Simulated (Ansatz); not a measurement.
**TaRu: a sublattice displacement scan**

This session takes TaRu and sets out to map the energy as every Ta atom is pushed off its site.

Computed with Ansatz 0.2.0 (DFT PBEsol, scalar-relativistic, plane waves, PAW, unless a step's input says otherwise).

## 1. The system as given

Symmetry: Pm-3m, No. 221, cubic system. The conventional cell has a = 3.187 Å, b = 3.187 Å, c = 3.187 Å, α = 90.00°, β = 90.00°, γ = 90.00°. Around Ta (site symmetry m-3m) lie 8 Ru at 2.76 Å. Around Ru (site symmetry m-3m) lie 8 Ta at 2.76 Å.

Structure file:

```
Ta Ru
1.0
     3.18700    0.00000    0.00000
     0.00000    3.18700    0.00000
     0.00000    0.00000    3.18700
Ta Ru
1 1
Cartesian
  1.5935 1.5935 1.5935
  0.0000 0.0000 0.0000
```

The cell is taken as given, not relaxed at this level.

## 2. The reference cell

Reference values: F = -15623.4839 eV; pressure -10.98 GPa; largest force 0.000 eV/Å; gap on the mesh none (metal). It was computed beforehand with the settings of the runs below.

## 3. Setting up a sublattice displacement scan

Every Ta atom is moved by x along the Cartesian unit vector (0.000, 0.000, 1.000); the cell and all other atoms stay fixed. Forces below are components along that vector, summed over the moved atoms.

## 4. Point x = -0.100 Å

input.yaml

```yaml
crystal:
  lattice:
    - [3.187, 0.0, 0.0]
    - [0.0, 3.187, 0.0]
    - [0.0, 0.0, 3.187]
  atoms:
    - { symbol: Ta, position: [0.5, 0.5, 0.468622529] }
    - { symbol: Ru, position: [0.0, 0.0, 0.0] }
basis:
  ecutwfc: 420
kpoints:
  mp_grid: { grid: [16, 16, 16] }
hamiltonian:
  xc: pbesol
scf:
  occupations: { method: gaussian, width: 0.15 }
output:
  forces: true
  stress: true
  eigenvalues: true
```

Command:

```
> ansatz run input.yaml --threads 1 --pin off --max-ram 2560MiB --backend cpu --events-out ev --progress --plain --runs-dir out
```

## 5. At x = 0.075 Å

input.yaml: that of step 4 with these lines changed.

```diff
@@ -6,3 +6,3 @@
   atoms:
-    - { symbol: Ta, position: [0.5, 0.5, 0.468622529] }
+    - { symbol: Ta, position: [0.5, 0.5, 0.5235331032] }
     - { symbol: Ru, position: [0.0, 0.0, 0.0] }
```

## 6. Point x = -0.050 Å

input.yaml: that of step 5 with these lines changed.

```diff
@@ -6,3 +6,3 @@
   atoms:
-    - { symbol: Ta, position: [0.5, 0.5, 0.5235331032] }
+    - { symbol: Ta, position: [0.5, 0.5, 0.4843112645] }
     - { symbol: Ru, position: [0.0, 0.0, 0.0] }
```

## 7. Point x = 0.025 Å

input.yaml: that of step 6 with these lines changed.

```diff
@@ -6,3 +6,3 @@
   atoms:
-    - { symbol: Ta, position: [0.5, 0.5, 0.4843112645] }
+    - { symbol: Ta, position: [0.5, 0.5, 0.5078443677] }
     - { symbol: Ru, position: [0.0, 0.0, 0.0] }
```

## 8. At x = 0.087 Å

input.yaml: that of step 7 with these lines changed.

```diff
@@ -6,3 +6,3 @@
   atoms:
-    - { symbol: Ta, position: [0.5, 0.5, 0.5078443677] }
+    - { symbol: Ta, position: [0.5, 0.5, 0.5274552871] }
     - { symbol: Ru, position: [0.0, 0.0, 0.0] }
```

## 9. x = 0.062 Å

input.yaml: that of step 8 with these lines changed.

```diff
@@ -6,3 +6,3 @@
   atoms:
-    - { symbol: Ta, position: [0.5, 0.5, 0.5274552871] }
+    - { symbol: Ta, position: [0.5, 0.5, 0.5196109194] }
     - { symbol: Ru, position: [0.0, 0.0, 0.0] }
```

## 10. Point x = 0.037 Å

input.yaml: that of step 9 with these lines changed.

```diff
@@ -6,3 +6,3 @@
   atoms:
-    - { symbol: Ta, position: [0.5, 0.5, 0.5196109194] }
+    - { symbol: Ta, position: [0.5, 0.5, 0.5117665516] }
     - { symbol: Ru, position: [0.0, 0.0, 0.0] }
```

## 11. x = 0.013 Å

input.yaml: that of step 10 with these lines changed.

```diff
@@ -6,3 +6,3 @@
   atoms:
-    - { symbol: Ta, position: [0.5, 0.5, 0.5117665516] }
+    - { symbol: Ta, position: [0.5, 0.5, 0.5039221839] }
     - { symbol: Ru, position: [0.0, 0.0, 0.0] }
@@ -20 +20,5 @@
   eigenvalues: true
+  write_density: true
+  write_potential: true
+  elf: true
+  volumetric_format: npy
```

(Steps that only read results are left out.)

What does the calculation give?

**Answer**, as computed:

| quantity | value |
| --- | --- |
| force constant along x, from the points at -0.050, 0 and 0.013 Å | 3.51 eV/Å² |

**Reading.** Near the site the force constant is 3.51 eV/Å². No sampled point lies below the undisturbed cell. Spin-orbit coupling is left out for Ta.
